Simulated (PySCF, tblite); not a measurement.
# C5H10BFSi: geometry, infrared bands and NMR shifts

Wanted: the infrared bands and NMR shifts of C5H10BFSi (`B[Si@@H]1CCC=C[C@@H]1F`), by calculation.

The runs use tblite 0.8.0 and PySCF 2.14.0, with density-fitted response routines of our own; the level of theory stands in each step. All values are computed, except where a source is named. Atoms are numbered from 0 throughout.

### 1 The starting structure

18 atoms, charge 0, multiplicity 1; geometry from: force field or distance geometry start.

Bonds of the start (Å): B0–Si1 1.94, Si1–C2 1.87, C2–C3 1.55, C3–C4 1.50, C4–C5 1.34, C5–C6 1.51, C6–F7 1.39, C6–Si1 1.87, B0–H8 1.18, B0–H9 1.18, Si1–H10 1.48, C2–H11 1.11, C2–H12 1.10, C3–H13 1.12, C3–H14 1.11, C4–H15 1.08, C5–H16 1.09, C6–H17 1.12.

### 2 Relaxing the molecule with GFN2-xTB

Job settings and geometry (Å):

```
{"job": {"kind": "relax", "xc": "GFN2-xTB", "basis": "xTB"}, "charge": 0, "multiplicity": 1}
B      2.550700     0.303400    -0.651200
Si     1.109800    -0.132900     0.579000
C      0.039000    -1.486700    -0.144800
C     -1.453300    -1.116600     0.010100
C     -1.767000     0.223900    -0.577200
C     -1.104300     1.337300    -0.225100
C     -0.032600     1.328200     0.839200
F      0.693100     2.509700     0.818500
H      3.335700    -0.520000    -0.957700
H      2.606200     1.391200    -1.104600
H      1.669000    -0.566500     1.878400
H      0.242100    -2.448800     0.362500
H      0.261200    -1.589700    -1.218200
H     -1.715500    -1.118200     1.095200
H     -2.075500    -1.891100    -0.477600
H     -2.521600     0.291700    -1.352000
H     -1.326200     2.276400    -0.722100
H     -0.519500     1.215200     1.836000
```

Run with:

```bash
$ OMP_NUM_THREADS=1 python probes_run.py task.json out
```

This one command runs all jobs of the session in turn.

**Question.** This job is followed by: GFN2-xTB harmonic vibrations, gas phase; GIAO PBE0/pcSseg-1 NMR shielding, non-relativistic, gas phase. What will the session give for the following? strongest single infrared mode (GFN2-xTB); zero-point energy (GFN2-xTB); ¹³C shifts against TMS (PBE0/pcSseg-1); ¹H shifts against TMS (PBE0/pcSseg-1, means over atoms taken as alike); ¹¹B shifts against BF3·OEt2 (PBE0/pcSseg-1); ²⁹Si shifts against TMS (PBE0/pcSseg-1); ¹⁹F shifts against CFCl3 (PBE0/pcSseg-1); surface potential, 1st and 99th percentile.

The runs gave:

| quantity | value |
| --- | --- |
| strongest single infrared mode (GFN2-xTB) | 2109 cm⁻¹, 375 km/mol |
| zero-point energy (GFN2-xTB) | 84.8 kcal/mol |
| ¹³C shifts against TMS (PBE0/pcSseg-1) | 143.0, 134.9, 96.0, 26.5, 10.1 ppm |
| ¹H shifts against TMS (PBE0/pcSseg-1, means over atoms taken as alike) | 10.83, 6.70, 6.27, 5.69, 4.54, 2.68, 1.58, 0.90, 0.71 ppm |
| ¹¹B shifts against BF3·OEt2 (PBE0/pcSseg-1) | 119.4 ppm |
| ²⁹Si shifts against TMS (PBE0/pcSseg-1) | -51.9 ppm |
| ¹⁹F shifts against CFCl3 (PBE0/pcSseg-1) | -250.5 ppm |
| surface potential, 1st and 99th percentile | -1.08 V and 1.64 V |

Over 90 steps the energy fell by 0.277 eV; of the close pairs, Si1–C6 changed most, 1.873 to 1.957 Å. All 48 modes are real, so the xTB geometry is a minimum. The strongest single mode, at 2109 cm⁻¹, moves mainly H10. Unscaled tight-binding wavenumbers are off by several per cent, some by more. Its intensities can rank the bands wrongly. At PBE0/pcSseg-1: The widest tensor belongs to B0: span 298 ppm, with a paramagnetic part of -216 ppm. At PBE0/pcSseg-1, counted by nearest atom on the grid, the HOMO lies on C4 29 %; C5 23 %, the LUMO on B0 53 %; H8, H9 about 12 % each.
